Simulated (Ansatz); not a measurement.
# Zr4Cl: the cost of one run

Program: Ansatz 0.2.0. Level of theory: DFT PBE, scalar-relativistic, plane waves, PAW. These are calculated values, not measurements.

## 1. The starting structure

Symmetry: R-3m, No. 166, trigonal system. The conventional cell has a = 4.943 Å, b = 4.943 Å, c = 13.285 Å, α = 90.00°, β = 90.00°, γ = 120.00°. Zr (site symmetry 2/m) has 2 Cl at 2.47 Å and 6 Zr at 2.47 to 2.63 Å as nearest neighbours. Zr (site symmetry -3m) is surrounded by 6 Zr at 2.63 Å. Cl (site symmetry -3m) has 6 Zr at 2.47 Å as nearest neighbours.

As a file:

```cif
data_structure
_symmetry_space_group_name_H-M 'R-3m:H'
_symmetry_Int_Tables_number 166
_cell_length_a 4.9430
_cell_length_b 4.9430
_cell_length_c 13.2850
_cell_angle_alpha 90.000
_cell_angle_beta 90.000
_cell_angle_gamma 120.000
_cell_volume 281.10
loop_
_atom_site_label
_atom_site_type_symbol
_atom_site_symmetry_multiplicity
_atom_site_Wyckoff_symbol
_atom_site_fract_x
_atom_site_fract_y
_atom_site_fract_z
_atom_site_occupancy
Zr1 Zr 9 d 0.16667 0.33333 0.83333 1
Zr2 Zr 3 a 0.00000 0.00000 0.00000 1
Cl1 Cl 3 b 0.66667 0.33333 0.83333 1
```

A structure generator made this guess: random cell by space group and Wyckoff sites (R-3m, No. 166). The dimensions are guesses.

## 2. Probe: one point on a coarse mesh

input.yaml

```yaml
crystal:
  lattice:
    - [2.47148458, 1.42691229, 4.42833862]
    - [-2.47148458, 1.42691229, 4.42833862]
    - [0.0, -2.85382458, 4.42833862]
  atoms:
    - { symbol: Zr, position: [0.0, 0.0, 0.5] }
    - { symbol: Zr, position: [0.5, 0.0, 0.0] }
    - { symbol: Zr, position: [0.0, 0.5, 0.0] }
    - { symbol: Zr, position: [0.0, 0.0, 0.0] }
    - { symbol: Cl, position: [0.5, 0.5, 0.5] }
basis:
  ecutwfc: 420
kpoints:
  mp_grid: { grid: [6, 6, 6] }
hamiltonian:
  xc: pbe
scf:
  occupations: { method: gaussian, width: 0.1 }
  lower_state_search: "off"
output:
  forces: true
  stress: true
  eigenvalues: true
```

Run with:

```
> ansatz run input.yaml --threads 1 --pin off --max-ram 2560MiB --backend cpu --events-out ev --progress --plain --runs-dir out
```

What time and memory should one allow on 1 thread of Intel Xeon Platinum 8488C (Sapphire Rapids), shared host?

About 4.5 s, with a peak of 0.45 GiB.
